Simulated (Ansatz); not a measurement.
Predict the output of the script below (Ansatz 0.2.0 through its Python package).

The script, `dfpt_rbcuf3.py`:
```python
'''DFPT phonons of RbCuF3.'''

from pathlib import Path

import ansatz
import numpy as np

FUNCTIONAL = 'pbesol'
CUTOFF = 420
OCCUPATIONS = 'fermi_dirac'
SIGMA = 0.05
KGRID = (8, 8, 8)

vectors = np.array([
    [4.069995, 0.0, 0.0],
    [0.0, 4.069995, 0.0],
    [0.0, 0.0, 4.069995],
])
structure = (
    ansatz.Lattice.of(vectors)
    .atom('Rb', (0.5, 0.5, 0.5))
    .atom('Cu', (0.0, 0.0, 0.0))
    .atom('F', (0.5, 0.0, 0.0))
    .atom('F', (0.0, 0.0, 0.5))
    .atom('F', (0.0, 0.5, 0.0))
)

calc = structure.calculation()
calc = calc.functional(FUNCTIONAL)
calc = calc.pseudopotentials('paw').basis(CUTOFF)
calc = calc.occupations(OCCUPATIONS, width=SIGMA)
calc = calc.kpoints(*KGRID).phonons('dfpt')
res = calc.run(threads=1, pin='off', runs_dir='runs')
ph = res.phonons

print('Gamma modes (1/cm):', ' '.join(f'{w:.1f}' for w in ph.gamma_omega_inv_cm))
print('in meV:', ' '.join(f'{w * 0.1239842:.2f}' for w in ph.gamma_omega_inv_cm))
```

```console
$ python dfpt_rbcuf3.py
Gamma modes (1/cm): 0.0 0.0 0.0 121.2 121.2 121.2 212.6 212.6 212.6 246.9 246.9 246.9 371.0 371.0 371.0
in meV: 0.00 0.00 0.00 15.03 15.03 15.03 26.36 26.36 26.36 30.61 30.61 30.61 45.99 45.99 45.99
```

The cell holds an odd number of electrons and is run without spin, so a magnetic state may lie lower. The cell isn't relaxed first, so the values belong to this volume. Without a Hubbard U or exact exchange, semilocal functionals often make such 3d compounds metallic or too weakly gapped. The structure comes from a database of computed cells and needn't be a stable or known phase. The structure is taken as given; imaginary modes can come from an unrelaxed or unstable start. Phonons of metals also depend on mesh and smearing. Timing: 110 s on 1 thread of Arm Neoverse V2, on a shared host, peak memory 1.1 GiB.
